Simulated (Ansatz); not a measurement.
# ZnIr2O4: the band gap up the ladder of functionals

An exercise on one series of results from a longer session: the logs are not shown, and one member is left open.

Program: Ansatz 0.2.0. PAW datasets, plane waves. No spin polarisation and no zero-point or thermal motion.

## The cell

The cell was relaxed beforehand with r2SCAN.

It is cubic, Fd-3m (No. 227); conventional cell a = 8.636 Å, 11.50 Å³ an atom. Zn has 4 O at 2.02 Å; Ir has 6 O at 2.07 Å; O has 1 Zn at 2.02 Å and 3 Ir at 2.07 Å.

The structure in full:

```
CELL_PARAMETERS angstrom
0.00000 4.31779 4.31779
4.31779 0.00000 4.31779
4.31779 4.31779 0.00000
ATOMIC_POSITIONS crystal
Zn 0.75000 0.75000 0.75000
Zn 0.50000 0.50000 0.50000
Ir 0.12500 0.12500 0.62500
Ir 0.12500 0.62500 0.12500
Ir 0.62500 0.12500 0.12500
Ir 0.12500 0.12500 0.12500
O 0.36465 0.36465 0.90606
O 0.36465 0.90606 0.36465
O 0.90606 0.36465 0.36465
O 0.36465 0.36465 0.36465
O 0.88535 0.88535 0.34394
O 0.88535 0.34394 0.88535
O 0.34394 0.88535 0.88535
O 0.88535 0.88535 0.88535
```

Set-up of the first run:

Contents of input.yaml:

```yaml
crystal:
  lattice:
    - [0.0, 4.3177924542, 4.3177924542]
    - [4.3177924542, 0.0, 4.3177924542]
    - [4.3177924542, 4.3177924542, 0.0]
  atoms:
    - { symbol: Zn, position: [0.75, 0.75, 0.75] }
    - { symbol: Zn, position: [0.5, 0.5, 0.5] }
    - { symbol: Ir, position: [0.125, 0.125, 0.625] }
    - { symbol: Ir, position: [0.125, 0.625, 0.125] }
    - { symbol: Ir, position: [0.625, 0.125, 0.125] }
    - { symbol: Ir, position: [0.125, 0.125, 0.125] }
    - { symbol: O, position: [0.3646466651, 0.3646466651, 0.9060600048] }
    - { symbol: O, position: [0.3646466651, 0.9060600048, 0.3646466651] }
    - { symbol: O, position: [0.9060600048, 0.3646466651, 0.3646466651] }
    - { symbol: O, position: [0.3646466651, 0.3646466651, 0.3646466651] }
    - { symbol: O, position: [0.8853533349, 0.8853533349, 0.3439399952] }
    - { symbol: O, position: [0.8853533349, 0.3439399952, 0.8853533349] }
    - { symbol: O, position: [0.3439399952, 0.8853533349, 0.8853533349] }
    - { symbol: O, position: [0.8853533349, 0.8853533349, 0.8853533349] }
kpoints:
  mp_grid: { grid: [6, 6, 6] }
  band_path:
    path:
      - [[0.0, 0.0, 0.0], [0.5, 1.135834024833e-34, 0.5], [0.625, 0.25, 0.625]]
      - [[0.375, 0.375, 0.75], [0.0, 0.0, 0.0], [0.5, 0.5, 0.5], [0.5, 0.25, 0.75], [0.5, 1.135834024833e-34, 0.5]]
    npoints: 10
hamiltonian:
  xc: pbe
scf:
  occupations: { method: fermi_dirac, width: 0.02 }
  n_extra_bands: 7
output:
  forces: true
  stress: true
  eigenvalues: true
  write_density: true
  write_potential: true
  elf: true
  volumetric_format: npy
```

On the command line:

```bash
$ ansatz run input.yaml --threads 8 --pin off --max-ram 20275MiB --backend cpu --events-out ev --progress --plain --runs-dir out
```

Among the steps run: PBE bands along the symmetry lines; r2SCAN at the same geometry; Single point with HSE06; PBE+SOC; PBE0 at the same geometry; Single point with LDA; DDH-PBE0 at the same geometry; r2SCAN0 at the same geometry.

One table of the session follows, with a row left open; its other results are not shown here.

```
   level  gap (eV)
     PBE      0.63
  r2SCAN      1.10
   HSE06      2.35
 PBE+SOC      0.42
    PBE0      3.10
     LDA         ?
DDH-PBE0      1.79
 r2SCAN0      3.43
```

**Question.** Estimate the row for LDA.

The run gave: gap (eV): 0.51. In the column «gap (eV)» it lies between PBE+SOC (0.42) and PBE (0.63).

Meshes: PBE 6×6×6, r2SCAN 6×6×6, HSE06 4×4×4, PBE+SOC 6×6×6, PBE0 4×4×4, LDA 6×6×6, DDH-PBE0 4×4×4, r2SCAN0 4×4×4

Against HSE06, PBE is short by 1.72 eV, at 27 % of it, and r2SCAN 47 %. PBE0 lies 0.74 eV above HSE06, which differs from it by screening the long-range exchange.

Caveats from the session: Warnings in the runs' records: stress scf threshold loose, stress exchange threshold loose.
